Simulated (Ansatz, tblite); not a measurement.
# Ga4P4 wurtzite atom sphere (Ga₄P₄H₁₄): spin states and exact exchange

Aim: set other spin states of Ga4P4 wurtzite atom sphere (Ga₄P₄H₁₄) against its singlet, on many levels of theory.

Program: Ansatz 0.2.0, Gaussian basis. Level of theory: as each input shows. These are calculated values, not measurements.

Plan: triplet, at the geometry of the singlet (GFN1-xTB, GFN2-xTB, PBE0-D4/def2-TZVP, PBE-D4/def2-TZVP); the singlet's energies come from earlier runs.

### Step 1. The structure

The geometry is that of the singlet, from an earlier relaxation (PBE-D4/def2-SVP).

22 atoms, charge 0, spin multiplicity 1.

Bond lengths: Ga1–P2 2.483 Å, Ga1–P4 2.395 Å, Ga1–H9 1.579 Å, Ga1–H10 1.579 Å, P2–Ga6 2.389 Å, P2–H11 1.430 Å, P2–H12 1.430 Å, Ga3–P4 2.395 Å, Ga3–P5 2.483 Å, Ga3–H13 1.579 Å, Ga3–H14 1.579 Å, P4–Ga7 2.395 Å, P4–H15 1.433 Å, P5–Ga6 2.389 Å, P5–H16 1.430 Å, P5–H17 1.430 Å, Ga6–P8 2.389 Å, Ga6–H18 1.572 Å and more. Angles: P2–Ga1–P4 97.4°, P2–Ga1–H9 103.4°, P2–Ga1–H10 103.3°, P4–Ga1–H9 111.7°, P4–Ga1–H10 111.6°, H9–Ga1–H10 124.8°, Ga1–P2–Ga6 122.5°, Ga1–P2–H11 111.9°, Ga1–P2–H12 111.9°, Ga6–P2–H11 104.9°, Ga6–P2–H12 105.0°, H11–P2–H12 97.7°, P4–Ga3–P5 97.5°, P4–Ga3–H13 111.6°, P4–Ga3–H14 111.6°, P5–Ga3–H13 103.3°, P5–Ga3–H14 103.4°, H13–Ga3–H14 124.8° and more.

### Step 2. Triplet at the fixed geometry, GFN1-xTB

Tight binding, by tblite at 300 K electronic temperature and without a spin-polarisation term:

```python
tblite.interface.Calculator('GFN1-xTB', numbers, positions, charge=0, uhf=2).singlepoint()
```

Energy -635.5678 eV; 0.12 s.

### Step 3. Triplet at the fixed geometry, GFN2-xTB

Tight binding, by tblite at 300 K electronic temperature and without a spin-polarisation term:

```python
tblite.interface.Calculator('GFN2-xTB', numbers, positions, charge=0, uhf=2).singlepoint()
```

Energy -595.3368 eV; 0.05 s.

### Step 4. Triplet at the fixed geometry, PBE0-D4/def2-TZVP

File in.yaml:

```yaml
crystal:
  periodic: [false, false, false]
  atoms:
    - {symbol: Ga, position_ang: [-2.030152, -1.165417, -1.370271]}
    - {symbol: P, position_ang: [-1.833039, -1.059710, 1.102549]}
    - {symbol: Ga, position_ang: [2.021254, -1.176919, -1.374677]}
    - {symbol: P, position_ang: [-0.001733, -0.004481, -1.892636]}
    - {symbol: P, position_ang: [1.838987, -1.056663, 1.098582]}
    - {symbol: Ga, position_ang: [0.003327, 0.005253, 2.198296]}
    - {symbol: Ga, position_ang: [0.003255, 2.335042, -1.380961]}
    - {symbol: P, position_ang: [-0.000589, 2.123109, 1.093026]}
    - {symbol: H, position_ang: [-1.914748, -2.708964, -1.680694]}
    - {symbol: H, position_ang: [-3.300911, -0.278782, -1.672841]}
    - {symbol: H, position_ang: [-1.916146, -2.356267, 1.699558]}
    - {symbol: H, position_ang: [-3.000328, -0.496137, 1.706082]}
    - {symbol: H, position_ang: [1.891315, -2.721499, -1.674273]}
    - {symbol: H, position_ang: [3.297280, -0.302830, -1.690824]}
    - {symbol: H, position_ang: [-0.003273, -0.008021, -3.325569]}
    - {symbol: H, position_ang: [1.931708, -2.349522, 1.702157]}
    - {symbol: H, position_ang: [3.006889, -0.484215, 1.692516]}
    - {symbol: H, position_ang: [0.004817, 0.008528, 3.770721]}
    - {symbol: H, position_ang: [-1.393630, 3.001411, -1.692239]}
    - {symbol: H, position_ang: [1.404082, 2.994979, -1.688418]}
    - {symbol: H, position_ang: [-1.080697, 2.846930, 1.687912]}
    - {symbol: H, position_ang: [1.072332, 2.854178, 1.692004]}
basis:
  gaussian: {orbitals: def2-TZVP, fitting: {mean_field: def2-universal-jkfit}}
magnetization: {spin_polarized: true, initial_magnetization: 2}
hamiltonian: {xc: pbe0, dispersion: d4}
scf: {omitted_lower_state_checks: [starts]}
output: {orbitals: {seedname: orbitals}}
```

Launch:

```bash
ansatz run in.yaml --threads 2 --pin off --events-out ev --progress --plain --max-ram 22528MiB --backend cuda --devices 0, --max-vram 18GiB
```

Output:

```text
Functional definition: PBE0
  name "PBE0"
  cite "Adamo & Barone, J. Chem. Phys. 110, 6158 (1999) doi:10.1063/1.478522"
  cite "Perdew, Burke & Ernzerhof, Phys. Rev. Lett. 77, 3865 (1996) doi:10.1103/PhysRevLett.77.3865"
  parent pbe
  parameter a = 0.25
  parameter kappa = 0.804
  parameter beta = 0.06672455060314922
  exchange = (1 - a)*pbe_x(kappa = kappa, mu = beta*pi^2/3) + a*exact_x
  correlation = pbe_c(beta = beta)
these checks for a lower state are left out or cut short: starts
1828 factors; integrals over basis functions are off by at most 6.2e-1 eV
mean field evaluation 1: about -246849.9368 eV, gradient 3.3e1 eV
mean field evaluation 2: about -246849.3591 eV, gradient 4.3e1 eV
mean field evaluation 4: about -246852.4692 eV, gradient 5.1e0 eV
mean field evaluation 8: about -246852.6840 eV, gradient 2.0e-1 eV
mean field evaluation 16: about -246852.6886 eV, gradient 2.6e-2 eV
mean field evaluation 32: about -246852.6965 eV, gradient 1.8e-5 eV
mean field -246852.69651639 eV, -9071.6692742101 hartree, gradient 6.3e-6 eV, S^2 2.008340; 0 other end points of the search recorded, 0 dependent functions left out
reference -246852.69657123 eV, -9071.6692762252 hartree; 100, 98 occupied and 324, 326 virtual orbitals, 1828 factors
Total energy: -246853.75985526 eV, -9071.7083511927 hartree
Checks for a lower state left out: starts
```

It took 9.5 s on 1 × H100 (card shared with other runs) with 2 threads of AMD EPYC 7R13, shared host; peak host memory 1 GiB.

From the report: HOMO -2.33 eV, LUMO -6.34 eV (over both spins; with the spin held, an empty level of the minority spin lies below the top filled one); ⟨S²⟩ 2.008 (pure: 2.00).

### Step 5. Triplet at the fixed geometry, PBE-D4/def2-TZVP

start.molden holds the orbitals of an earlier run on this state, given as this run's starting guess.

Edit in.yaml of step 4 so:

```diff
@@ -26,5 +26,5 @@
 basis:
-  gaussian: {orbitals: def2-TZVP, fitting: {mean_field: def2-universal-jkfit}}
+  gaussian: {orbitals: def2-TZVP, fitting: {mean_field: def2-universal-jkfit}, initial_orbitals: start.molden}
 magnetization: {spin_polarized: true, initial_magnetization: 2}
-hamiltonian: {xc: pbe0, dispersion: d4}
+hamiltonian: {xc: pbe, dispersion: d4}
 scf: {omitted_lower_state_checks: [starts]}
```

Same command.

Output:

```text
Functional definition: PBE
  name "PBE"
  cite "Perdew, Burke & Ernzerhof, Phys. Rev. Lett. 77, 3865 (1996) doi:10.1103/PhysRevLett.77.3865"
  parent pbe
  parameter kappa = 0.804
  parameter beta = 0.06672455060314922
  exchange = pbe_x(kappa = kappa, mu = beta*pi^2/3)
  correlation = pbe_c(beta = beta)
these checks for a lower state are left out or cut short: starts
1828 factors; integrals over basis functions are off by at most 6.2e-1 eV
mean field evaluation 1: about -246844.7778 eV, gradient 1.5e1 eV
mean field evaluation 2: about -246845.1594 eV, gradient 5.0e-1 eV
mean field evaluation 4: about -246845.1740 eV, gradient 1.0e-1 eV
mean field evaluation 8: about -246845.1787 eV, gradient 7.4e-2 eV
mean field evaluation 16: about -246845.1794 eV, gradient 2.1e-5 eV
mean field -246845.17943018 eV, -9071.3930263872 hartree, gradient 2.8e-6 eV, S^2 2.003307; 0 other end points of the search recorded, 0 dependent functions left out
reference -246845.17950416 eV, -9071.3930291058 hartree; 100, 98 occupied and 324, 326 virtual orbitals, 1828 factors
Total energy: -246846.37236863 eV, -9071.4368660665 hartree
Checks for a lower state left out: starts
```

It took 8 s on 1 × H100 (card shared with other runs) with 2 threads of AMD EPYC 7R13, shared host; peak host memory 0.97 GiB.

From the report: HOMO -1.82 eV, LUMO -6.54 eV (over both spins; with the spin held, an empty level of the minority spin lies below the top filled one); ⟨S²⟩ 2.003 (pure: 2.00).

### Step 6. Triplet less singlet, vertical

The singlet's energies are those of its earlier runs, whose logs aren't repeated here.

| level | triplet less singlet, vertical (kcal/mol) | time |
| --- | --- | --- |
| GFN1-xTB | +117.7 | 0.16 s |
| GFN2-xTB | +95.9 | 0.076 s |
| PBE-D4/def2-TZVP | +107.2 | 12 s |
| PBE0-D4/def2-TZVP | +120.7 | 14 s |

Times add the two runs; a level without a time comes out of a correlated run. Tight binding without a spin term can't rank spin states.

### Step 7. Results

| quantity | value |
| --- | --- |
| triplet less singlet, vertical, functionals in def2-TZVP | +107.2 (PBE-D4) to +120.7 kcal/mol (PBE0-D4) |

In words: All functionals put the triplet above the singlet, over a spread of 13.5 kcal/mol. The checks for a lower triplet were left out, so another state of that spin may lie lower. These are electronic energies, without zero-point motion, entropy or surroundings.
